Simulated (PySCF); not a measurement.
**Be: excitation energies in aug-cc-pV5Z**

Wanted: the excitation energy of beryllium, up a ladder of methods.

The numbers are computed with PySCF 2.14.0 (unrestricted determinants in a Gaussian basis, no spin-orbit coupling in the energies), except any that are marked as measured or tabulated.

## (1) The atom as given

- Element: beryllium (Z = 4)
- Basis: aug-cc-pV5Z (7s6p5d4f3g2h, 127 functions)
- Hamiltonian: no relativity, point nucleus
- State 1: Be: [He] 2s1 2p1, high-spin 3P determinant (an excited configuration)
- State 2: Be: [He] 2s1 2p1, 2s spin antiparallel (an excited configuration)
- Needed too, but not shown: Be [He] 2s2 (1S)
- Methods: UHF, LDA, PBE, PBE0, r2SCAN, LC-wPBE, B97-3, HSE06, MP2
- Core shells frozen in the correlated runs: valence: 1s2 (for Be)

The outer shells:

Be [He] 2s1 2p1
```
[He] core
2s [↑ ]
2p [↑ ][  ][  ]
```

The runs were made by one driver on top of PySCF. The scripts below sum up each run's settings (the driver also hands on starting orbitals that pick excited configurations, and frozen orbitals as a list rather than a count), and the logs come from the driver's own runs. The driver starts from symmetry-adapted Hartree-Fock orbitals, holds the occupation by maximum overlap and uses a logarithmic radial grid for functionals, so a plain start would take other cycles.

The integrals over 127 functions and the set-up took 3.9 s of CPU time.

## (2) Be [He] 2s1 2p1: the ladder of methods

UHF:

input.py

```python
from pyscf import gto, scf, dft, mp, cc
import basis_set_exchange as bse
mol = gto.M(atom="Be 0 0 0", charge=0, spin=2, symmetry="D2h",
            basis=gto.basis.parse(bse.get_basis("aug-cc-pV5Z", elements=["Be"], fmt="nwchem")))
mf = scf.UHF(mol)
mf.irrep_nelec = {'Ag': (2, 1), 'B2u': (1, 0)}
mf.kernel()
```

Standard output:

```text
damping factor = 0
level_shift factor = 0
DIIS = <class 'pyscf.scf.diis.CDIIS'>
diis_start_cycle = 1
diis_space = 10
diis_damp = 0
SCF conv_tol = 1e-09
SCF conv_tol_grad = None
number electrons alpha = 3  beta = 1
cycle= 1 E= -14.51341346618  delta_E= -0.0019  |g|= 0.0123  |ddm|= 0.044
cycle= 2 E= -14.5136572567821  delta_E= -0.000244  |g|= 0.00441  |ddm|= 0.0172
cycle= 3 E= -14.5136970346611  delta_E= -3.98e-05  |g|= 0.000299  |ddm|= 0.0107
cycle= 4 E= -14.513697283286  delta_E= -2.49e-07  |g|= 6.05e-05  |ddm|= 0.00166
cycle= 5 E= -14.5136972959729  delta_E= -1.27e-08  |g|= 1.21e-05  |ddm|= 0.000575
cycle= 6 E= -14.5136972964616  delta_E= -4.89e-10  |g|= 1.69e-06  |ddm|= 0.000129
converged SCF energy = -14.5136972964616  <S^2> = 2.0000112  2S+1 = 3.0000075
```

It used 28 s of CPU time after the integrals (shared host).

The occupied shells:

```csv
shell,electrons,mean orbital energy (eV),spread (eV),rms radius (bohr)
1s α,1,-129.60,0,0.484
1s β,1,-128.53,0,0.484
2s α,1,-10.781,0,2.77
2p α,1,-6.691,0,3.19
```

⟨S²⟩ = 2.000, ⟨L²⟩ = 2.03.

Spin-orbit constants on these orbitals (cm⁻¹; bare nucleus, screened nucleus, mean field): 2p 6.907, 3.454, 2.162. To first order in LS coupling the lowest level has J = 0 and lies 0.000268 eV below the centre of the term.

LDA:

Changes to input.py:

```diff
@@ -4,3 +4,3 @@
             basis=gto.basis.parse(bse.get_basis("aug-cc-pV5Z", elements=["Be"], fmt="nwchem")))
-mf = scf.UHF(mol)
+mf = dft.UKS(mol, xc="LDA,VWN")
 mf.irrep_nelec = {'Ag': (2, 1), 'B2u': (1, 0)}
```

Standard output:

```text
damping factor = 0
level_shift factor = 0
DIIS = <class 'pyscf.scf.diis.CDIIS'>
diis_start_cycle = 1
diis_space = 10
diis_damp = 0
SCF conv_tol = 1e-09
SCF conv_tol_grad = None
number electrons alpha = 3  beta = 1
XC functionals = LDA,VWN
    P. A. M. Dirac.,  Math. Proc. Cambridge Philos. Soc. 26, 376 (1930)
    F. Bloch.,  Z. Phys. 57, 545 (1929)
    S. H. Vosko, L. Wilk, and M. Nusair.,  Can. J. Phys. 58, 1200 (1980)
cycle= 1 E= -14.3588823402954  delta_E= -0.00427  |g|= 0.0237  |ddm|= 0.647
cycle= 2 E= -14.3589412888868  delta_E= -5.89e-05  |g|= 0.00442  |ddm|= 0.102
cycle= 3 E= -14.3589447577338  delta_E= -3.47e-06  |g|= 0.00026  |ddm|= 0.019
cycle= 4 E= -14.3589448434396  delta_E= -8.57e-08  |g|= 2.21e-05  |ddm|= 0.00282
cycle= 5 E= -14.3589448442604  delta_E= -8.21e-10  |g|= 6.5e-07  |ddm|= 0.000272
converged SCF energy = -14.3589448442604  <S^2> = 2.00001  2S+1 = 3.0000067
```

CPU time 0.7 s on a shared host, the integrals not counted.

PBE:

Changes to input.py:

```diff
@@ -4,3 +4,3 @@
             basis=gto.basis.parse(bse.get_basis("aug-cc-pV5Z", elements=["Be"], fmt="nwchem")))
-mf = dft.UKS(mol, xc="LDA,VWN")
+mf = dft.UKS(mol, xc="PBE")
 mf.irrep_nelec = {'Ag': (2, 1), 'B2u': (1, 0)}
```

Standard output:

```text
damping factor = 0
level_shift factor = 0
DIIS = <class 'pyscf.scf.diis.CDIIS'>
diis_start_cycle = 1
diis_space = 10
diis_damp = 0
SCF conv_tol = 1e-09
SCF conv_tol_grad = None
number electrons alpha = 3  beta = 1
XC functionals = PBE
    J. P. Perdew, K. Burke, and M. Ernzerhof.,  Phys. Rev. Lett. 77, 3865 (1996)
    J. P. Perdew, K. Burke, and M. Ernzerhof.,  Phys. Rev. Lett. 78, 1396 (1997)
    J. P. Perdew, K. Burke, and M. Ernzerhof.,  Phys. Rev. Lett. 77, 3865 (1996)
    J. P. Perdew, K. Burke, and M. Ernzerhof.,  Phys. Rev. Lett. 78, 1396 (1997)
cycle= 1 E= -14.5452643933433  delta_E= -0.00264  |g|= 0.00739  |ddm|= 1.19
cycle= 2 E= -14.5452753718467  delta_E= -1.1e-05  |g|= 0.00112  |ddm|= 0.044
cycle= 3 E= -14.5452755571759  delta_E= -1.85e-07  |g|= 7.7e-05  |ddm|= 0.0027
cycle= 4 E= -14.545275560586  delta_E= -3.41e-09  |g|= 2.69e-06  |ddm|= 0.000619
cycle= 5 E= -14.5452755605918  delta_E= -5.77e-12  |g|= 2.14e-07  |ddm|= 8.71e-06
converged SCF energy = -14.5452755605918  <S^2> = 2.0000045  2S+1 = 3.000003
```

CPU time 0.87 s on a shared host, the integrals not counted.

PBE0:

Changes to input.py:

```diff
@@ -4,3 +4,3 @@
             basis=gto.basis.parse(bse.get_basis("aug-cc-pV5Z", elements=["Be"], fmt="nwchem")))
-mf = dft.UKS(mol, xc="PBE")
+mf = dft.UKS(mol, xc="PBE0")
 mf.irrep_nelec = {'Ag': (2, 1), 'B2u': (1, 0)}
```

Standard output:

```text
damping factor = 0
level_shift factor = 0
DIIS = <class 'pyscf.scf.diis.CDIIS'>
diis_start_cycle = 1
diis_space = 10
diis_damp = 0
SCF conv_tol = 1e-09
SCF conv_tol_grad = None
number electrons alpha = 3  beta = 1
XC functionals = PBE0
    C. Adamo and V. Barone.,  J. Chem. Phys. 110, 6158 (1999)
    M. Ernzerhof and G. E. Scuseria.,  J. Chem. Phys. 110, 5029 (1999)
cycle= 1 E= -14.5526845206783  delta_E= -0.00175  |g|= 0.0059  |ddm|= 0.809
cycle= 2 E= -14.5527087405447  delta_E= -2.42e-05  |g|= 0.000754  |ddm|= 0.0452
cycle= 3 E= -14.5527095054134  delta_E= -7.65e-07  |g|= 0.00011  |ddm|= 0.00372
cycle= 4 E= -14.5527095213719  delta_E= -1.6e-08  |g|= 8.2e-06  |ddm|= 0.000676
cycle= 5 E= -14.5527095214189  delta_E= -4.71e-11  |g|= 5.32e-07  |ddm|= 5.42e-05
converged SCF energy = -14.5527095214189  <S^2> = 2.0000041  2S+1 = 3.0000027
```

It used 2.1 s of CPU time after the integrals (shared host).

r2SCAN:

Changes to input.py:

```diff
@@ -4,3 +4,3 @@
             basis=gto.basis.parse(bse.get_basis("aug-cc-pV5Z", elements=["Be"], fmt="nwchem")))
-mf = dft.UKS(mol, xc="PBE0")
+mf = dft.UKS(mol, xc="R2SCAN")
 mf.irrep_nelec = {'Ag': (2, 1), 'B2u': (1, 0)}
```

Standard output:

```text
damping factor = 0
level_shift factor = 0
DIIS = <class 'pyscf.scf.diis.CDIIS'>
diis_start_cycle = 1
diis_space = 10
diis_damp = 0
SCF conv_tol = 1e-09
SCF conv_tol_grad = None
number electrons alpha = 3  beta = 1
XC functionals = R2SCAN
    J. W. Furness, A. D. Kaplan, J. Ning, J. P. Perdew, and J. Sun.,  J. Phys. Chem. Lett. 11, 8208-8215 (2020)
    J. W. Furness, A. D. Kaplan, J. Ning, J. P. Perdew, and J. Sun.,  J. Phys. Chem. Lett. 11, 9248-9248 (2020)
    J. W. Furness, A. D. Kaplan, J. Ning, J. P. Perdew, and J. Sun.,  J. Phys. Chem. Lett. 11, 8208-8215 (2020)
    J. W. Furness, A. D. Kaplan, J. Ning, J. P. Perdew, and J. Sun.,  J. Phys. Chem. Lett. 11, 9248-9248 (2020)
cycle= 1 E= -14.5707760725787  delta_E= -0.00183  |g|= 0.0058  |ddm|= 0.754
cycle= 2 E= -14.5707914223243  delta_E= -1.53e-05  |g|= 0.000562  |ddm|= 0.0446
cycle= 3 E= -14.5707916982524  delta_E= -2.76e-07  |g|= 4.7e-05  |ddm|= 0.00433
cycle= 4 E= -14.5707917004684  delta_E= -2.22e-09  |g|= 6.99e-06  |ddm|= 0.000367
cycle= 5 E= -14.5707917005078  delta_E= -3.94e-11  |g|= 9.23e-07  |ddm|= 4.89e-05
converged SCF energy = -14.5707917005078  <S^2> = 2.0000176  2S+1 = 3.0000117
```

CPU time 1.6 s on a shared host, the integrals not counted.

LC-wPBE:

Changes to input.py:

```diff
@@ -4,3 +4,3 @@
             basis=gto.basis.parse(bse.get_basis("aug-cc-pV5Z", elements=["Be"], fmt="nwchem")))
-mf = dft.UKS(mol, xc="R2SCAN")
+mf = dft.UKS(mol, xc="LC_WPBE")
 mf.irrep_nelec = {'Ag': (2, 1), 'B2u': (1, 0)}
```

Standard output:

```text
damping factor = 0
level_shift factor = 0
DIIS = <class 'pyscf.scf.diis.CDIIS'>
diis_start_cycle = 1
diis_space = 10
diis_damp = 0
SCF conv_tol = 1e-09
SCF conv_tol_grad = None
number electrons alpha = 3  beta = 1
XC functionals = LC_WPBE
    O. A. Vydrov and G. E. Scuseria.,  J. Chem. Phys. 125, 234109 (2006)
cycle= 1 E= -14.5586238850299  delta_E= -0.00305  |g|= 0.0124  |ddm|= 1.13
cycle= 2 E= -14.5587851589296  delta_E= -0.000161  |g|= 0.00336  |ddm|= 0.0932
cycle= 3 E= -14.5588070958972  delta_E= -2.19e-05  |g|= 0.000759  |ddm|= 0.0144
cycle= 4 E= -14.5588083979827  delta_E= -1.3e-06  |g|= 8.37e-05  |ddm|= 0.00279
cycle= 5 E= -14.5588084138667  delta_E= -1.59e-08  |g|= 1.74e-05  |ddm|= 0.000449
cycle= 6 E= -14.5588084146896  delta_E= -8.23e-10  |g|= 2.66e-06  |ddm|= 0.000145
converged SCF energy = -14.5588084146896  <S^2> = 2.0000041  2S+1 = 3.0000027
```

It used 5.9 s of CPU time after the integrals (shared host).

B97-3:

Changes to input.py:

```diff
@@ -4,3 +4,3 @@
             basis=gto.basis.parse(bse.get_basis("aug-cc-pV5Z", elements=["Be"], fmt="nwchem")))
-mf = dft.UKS(mol, xc="LC_WPBE")
+mf = dft.UKS(mol, xc="HYB_GGA_XC_B97_3")
 mf.irrep_nelec = {'Ag': (2, 1), 'B2u': (1, 0)}
```

Standard output:

```text
damping factor = 0
level_shift factor = 0
DIIS = <class 'pyscf.scf.diis.CDIIS'>
diis_start_cycle = 1
diis_space = 10
diis_damp = 0
SCF conv_tol = 1e-09
SCF conv_tol_grad = None
number electrons alpha = 3  beta = 1
XC functionals = HYB_GGA_XC_B97_3
    T. W. Keal and D. J. Tozer.,  J. Chem. Phys. 123, 121103 (2005)
cycle= 1 E= -14.5766508478422  delta_E= -0.00168  |g|= 0.00578  |ddm|= 0.893
cycle= 2 E= -14.5766779143356  delta_E= -2.71e-05  |g|= 0.000922  |ddm|= 0.0473
cycle= 3 E= -14.5766791124896  delta_E= -1.2e-06  |g|= 0.000487  |ddm|= 0.00318
cycle= 4 E= -14.5766791003805  delta_E= 1.21e-08  |g|= 0.000411  |ddm|= 0.000447
cycle= 5 E= -14.576679121562  delta_E= -2.12e-08  |g|= 0.000344  |ddm|= 0.000222
cycle= 6 E= -14.5766791410418  delta_E= -1.95e-08  |g|= 0.000178  |ddm|= 8.58e-05
cycle= 7 E= -14.5766791410214  delta_E= 2.04e-11  |g|= 0.000135  |ddm|= 3.86e-05
cycle= 8 E= -14.5766791367779  delta_E= 4.24e-09  |g|= 0.000475  |ddm|= 8.02e-05
cycle= 9 E= -14.5766791412332  delta_E= -4.46e-09  |g|= 0.000384  |ddm|= 3.16e-05
cycle= 10 E= -14.5766791420017  delta_E= -7.69e-10  |g|= 0.000134  |ddm|= 7.48e-06
cycle= 11 E= -14.5766791419429  delta_E= 5.89e-11  |g|= 7.46e-05  |ddm|= 2.35e-05
cycle= 12 E= -14.5766791417915  delta_E= 1.51e-10  |g|= 7.8e-05  |ddm|= 5.4e-06
cycle= 13 E= -14.5766791418505  delta_E= -5.9e-11  |g|= 6.84e-05  |ddm|= 2.84e-06
cycle= 14 E= -14.5766791419505  delta_E= -1e-10  |g|= 7.53e-05  |ddm|= 4.92e-06
cycle= 15 E= -14.5766791419334  delta_E= 1.71e-11  |g|= 7.38e-05  |ddm|= 1.74e-06
cycle= 16 E= -14.576679141948  delta_E= -1.46e-11  |g|= 7.51e-05  |ddm|= 3.77e-07
cycle= 17 E= -14.5766791419654  delta_E= -1.73e-11  |g|= 7.63e-05  |ddm|= 4.66e-07
cycle= 18 E= -14.5766791419721  delta_E= -6.78e-12  |g|= 7.66e-05  |ddm|= 1.56e-07
cycle= 19 E= -14.5766791420012  delta_E= -2.91e-11  |g|= 7.64e-05  |ddm|= 6.03e-07
cycle= 20 E= -14.5766791419818  delta_E= 1.94e-11  |g|= 7.69e-05  |ddm|= 2.22e-06
cycle= 21 E= -14.5766791418366  delta_E= 1.45e-10  |g|= 6.93e-05  |ddm|= 4.05e-06
cycle= 22 E= -14.5766791416134  delta_E= 2.23e-10  |g|= 0.000117  |ddm|= 3.87e-06
cycle= 23 E= -14.5766791417569  delta_E= -1.43e-10  |g|= 9.07e-05  |ddm|= 8.39e-06
cycle= 24 E= -14.5766791421075  delta_E= -3.51e-10  |g|= 2.87e-05  |ddm|= 7.22e-06
converged SCF energy = -14.5766791421075  <S^2> = 2.0000156  2S+1 = 3.0000104
```

It used 8.7 s of CPU time after the integrals (shared host).

HSE06:

Changes to input.py:

```diff
@@ -4,3 +4,3 @@
             basis=gto.basis.parse(bse.get_basis("aug-cc-pV5Z", elements=["Be"], fmt="nwchem")))
-mf = dft.UKS(mol, xc="HYB_GGA_XC_B97_3")
+mf = dft.UKS(mol, xc="HSE06")
 mf.irrep_nelec = {'Ag': (2, 1), 'B2u': (1, 0)}
```

Standard output:

```text
damping factor = 0
level_shift factor = 0
DIIS = <class 'pyscf.scf.diis.CDIIS'>
diis_start_cycle = 1
diis_space = 10
diis_damp = 0
SCF conv_tol = 1e-09
SCF conv_tol_grad = None
number electrons alpha = 3  beta = 1
XC functionals = HSE06
    J. Heyd, G. E. Scuseria, and M. Ernzerhof.,  J. Chem. Phys. 118, 8207 (2003)
    J. Heyd, G. E. Scuseria, and M. Ernzerhof.,  J. Chem. Phys. 124, 219906 (2006)
    A. V. Krukau, O. A. Vydrov, A. F. Izmaylov, and G. E. Scuseria.,  J. Chem. Phys. 125, 224106 (2006)
cycle= 1 E= -14.5551569750576  delta_E= -0.00184  |g|= 0.00556  |ddm|= 0.841
cycle= 2 E= -14.5551728894273  delta_E= -1.59e-05  |g|= 0.00061  |ddm|= 0.0457
cycle= 3 E= -14.5551732022959  delta_E= -3.13e-07  |g|= 8e-05  |ddm|= 0.00348
cycle= 4 E= -14.5551732070201  delta_E= -4.72e-09  |g|= 5.98e-06  |ddm|= 0.000575
cycle= 5 E= -14.5551732070493  delta_E= -2.92e-11  |g|= 6.72e-07  |ddm|= 2.04e-05
converged SCF energy = -14.5551732070493  <S^2> = 2.0000045  2S+1 = 3.000003
```

It used 6.1 s of CPU time after the integrals (shared host).

MP2 (valence):

Changes to input.py:

```diff
@@ -4,4 +4,5 @@
             basis=gto.basis.parse(bse.get_basis("aug-cc-pV5Z", elements=["Be"], fmt="nwchem")))
-mf = dft.UKS(mol, xc="HSE06")
+mf = scf.UHF(mol)
 mf.irrep_nelec = {'Ag': (2, 1), 'B2u': (1, 0)}
 mf.kernel()
+mp.UMP2(mf, frozen=1).kernel()
```

This step left no log, only its results.

CPU time 0.41 s on a shared host, the integrals not counted.

With 2 electrons correlated, the MP2 correlation energy is -0.00293 hartree (-0.00293 same spin, 0.00000 opposite spin); the SCS form gives -0.00098. Largest pairs of shells: 2s-2p -0.0029, 2s-2s 0.0000, 2p-2p 0.0000.

Radial density 4πr²ρ of Be at UHF:

```csv
r (bohr),density,spin density
0.00548,0.0126,0.000
0.00922,0.0346,0.001
0.0155,0.0931,0.002
0.0261,0.242,0.005
0.0439,0.595,0.012
0.0738,1.33,0.027
0.124,2.54,0.050
0.209,3.75,0.067
0.351,3.64,0.050
0.591,1.84,0.039
0.994,0.550,0.249
1.67,0.682,0.673
2.81,0.605,0.605
4.73,0.141,0.141
7.96,0.00489,0.005
```

[end of part 1 of 2]
